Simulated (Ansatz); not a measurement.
# IrP: the cost of one run

Computed with Ansatz 0.2.0 (DFT r²SCAN with spin–orbit coupling, plane waves, PAW, unless a step's input says otherwise).

11 further runs of the same task are left out: 1 that didn't finish, 10 set aside as unsound or not needed.

## 1. Starting point

Symmetry: Fm-3m, No. 225, cubic system. The conventional cell has a = 4.907 Å, b = 4.907 Å, c = 4.907 Å, α = 90.00°, β = 90.00°, γ = 90.00°. Ir (site symmetry m-3m) has 6 P at 2.45 Å as nearest neighbours. Around P (site symmetry m-3m) lie 6 Ir at 2.45 Å.

Coordinates:

```cif
data_structure
_symmetry_space_group_name_H-M 'P 1'
_symmetry_Int_Tables_number 1
_cell_length_a 3.4694
_cell_length_b 3.4694
_cell_length_c 3.4694
_cell_angle_alpha 60.000
_cell_angle_beta 60.000
_cell_angle_gamma 60.000
_cell_volume 29.53
loop_
_atom_site_label
_atom_site_type_symbol
_atom_site_fract_x
_atom_site_fract_y
_atom_site_fract_z
_atom_site_occupancy
Ir1 Ir 0.50000 0.50000 0.50000 1
P1 P 0.00000 0.00000 0.00000 1
```

This cell comes from an earlier session at r²SCAN, without spin–orbit coupling: 14.765 Å³/atom at 0.00 GPa, on a 12×12×12 mesh, a metal on this mesh.

## 2. Spin-orbit coupling: topological invariants

input.yaml reads:

```yaml
crystal:
  lattice:
    - [0.0, 2.4532666756, 2.4532666756]
    - [2.4532666756, 0.0, 2.4532666756]
    - [2.4532666756, 2.4532666756, 0.0]
  atoms:
    - { symbol: Ir, position: [0.5, 0.5, 0.5] }
    - { symbol: P, position: [0.0, 0.0, 0.0] }
basis:
  ecutwfc: 500
  ecutrho_ratio: 4
kpoints:
  mp_grid: { grid: [6, 6, 6] }
hamiltonian:
  xc: r2scan
scf:
  occupations: { method: gaussian, width: 0.05 }
output:
  forces: true
  stress: true
  eigenvalues: true
  populations: true
  topological_invariants: true
magnetization:
  noncollinear: true
  spin_orbit: true
```

On the command line:

```sh
ansatz run input.yaml --threads 4 --pin off --max-ram 9216MiB --backend cpu --events-out ev --progress --plain --runs-dir out
```

What time and memory should one allow on 4 threads of Intel Xeon at 2.70GHz, shared host?

About 30 s, with a peak of 0.95 GiB.
